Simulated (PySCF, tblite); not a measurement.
# C₆H₁₀OSSi: geometry, infrared bands and NMR shifts

Wanted: the infrared bands and NMR shifts of C₆H₁₀OSSi (`C#C[SiH2]/C(=C\C)[S@](C)=O`), by calculation.

The runs use tblite 0.8.0 and PySCF 2.14.0, with density-fitted response routines of our own; the level of theory stands in each step. All values are computed, except where a source is named. Atoms count from 0, in the outputs and in this text.

**1. The starting structure**

19 atoms, charge 0, multiplicity 1; geometry from: force field or distance geometry start.

Bonds of the start (Å): C0–C1 1.23, C1–Si2 1.81, Si2–C3 1.83, C3–C4 1.32, C4–C5 1.47, C3–S6 1.78, S6–C7 1.77, S6–O8 1.50, C0–H9 1.06, Si2–H10 1.47, Si2–H11 1.47, C4–H12 1.07, C5–H13 1.12, C5–H14 1.10, C5–H15 1.12, C7–H16 1.13, C7–H17 1.10, C7–H18 1.11.

**2. Relaxing the molecule with GFN2-xTB**

What the job is given:

```
{"job": {"kind": "relax", "xc": "GFN2-xTB", "basis": "xTB"}, "charge": 0, "multiplicity": 1}
C      0.171200     2.536200     2.052600
C     -0.359700     1.919600     1.132200
Si    -1.119200     1.007500    -0.229100
C      0.013400    -0.371100    -0.653000
C     -0.466800    -1.465100    -1.214000
C     -1.891700    -1.622100    -1.559700
S      1.756100    -0.325000    -0.301100
C      2.180100    -0.173900     1.414800
O      2.540900     0.568000    -1.217300
H      0.592800     3.081700     2.859100
H     -1.141800     1.905100    -1.393400
H     -2.477300     0.554500     0.100300
H      0.212500    -2.261900    -1.443700
H     -2.109700    -2.644300    -1.963500
H     -2.251900    -0.897100    -2.310300
H     -2.568400    -1.514600    -0.672200
H      1.291700    -0.137200     2.105700
H      2.700000     0.790200     1.553000
H      2.918100    -0.941500     1.732000
```

Started as:

```console
> OMP_NUM_THREADS=1 python probes_run.py task.json out
```

This one command runs all jobs of the session in turn.

**Question.** This job is followed by: GFN2-xTB harmonic vibrations, gas phase; GIAO PBE0/pcSseg-1 NMR shielding, non-relativistic, gas phase. Predict these results of the whole session: strongest single infrared mode (GFN2-xTB); zero-point energy (GFN2-xTB); 13C shifts against TMS (PBE0/pcSseg-1); 1H shifts against TMS (PBE0/pcSseg-1, means over atoms taken as alike); 29Si shifts against TMS (PBE0/pcSseg-1); 33S shifts against CS2 (PBE0/pcSseg-1); 17O shifts against H2O (PBE0/pcSseg-1); surface potential, 1st and 99th percentile.

As calculated:

```
                                                              quantity                                      value
                             strongest single infrared mode (GFN2-xTB)                       722 cm⁻¹, 307 km/mol
                                          zero-point energy (GFN2-xTB)                              84.9 kcal/mol
                                13C shifts against TMS (PBE0/pcSseg-1)  162.3, 151.6, 105.5, 89.2, 50.2, 22.5 ppm
1H shifts against TMS (PBE0/pcSseg-1, means over atoms taken as alike)     6.77, 5.44, 4.73, 2.28, 2.25, 2.08 ppm
                               29Si shifts against TMS (PBE0/pcSseg-1)                                  -89.6 ppm
                                33S shifts against CS2 (PBE0/pcSseg-1)                                    339 ppm
                                17O shifts against H2O (PBE0/pcSseg-1)                                   63.4 ppm
                                 surface potential, 1st and 99th percentile                         -2.04 V and 1.44 V
```

The optimisation took 276 steps and gained 1.479 eV; among the close pairs (by a distance rule), S6–C7 changed most, from 1.774 to 1.851 Å. All 51 modes are real, so the xTB geometry is a minimum. The strongest single mode, at 722 cm⁻¹, is spread over several atoms, H10, H11, Si2 among them. GFN2-xTB is a fitted tight-binding method: band positions and strengths are rough. Its intensities can rank the bands wrongly. H12 (hydrogen on an alkene CH) lies farthest downfield among hydrogen, at 6.77 ppm; olefinic region. By nearest atom (PBE0/pcSseg-1), the HOMO sits on O8 45 %; S6 26 % and the LUMO on C3, C4 about 27 % each; H12 7 %.
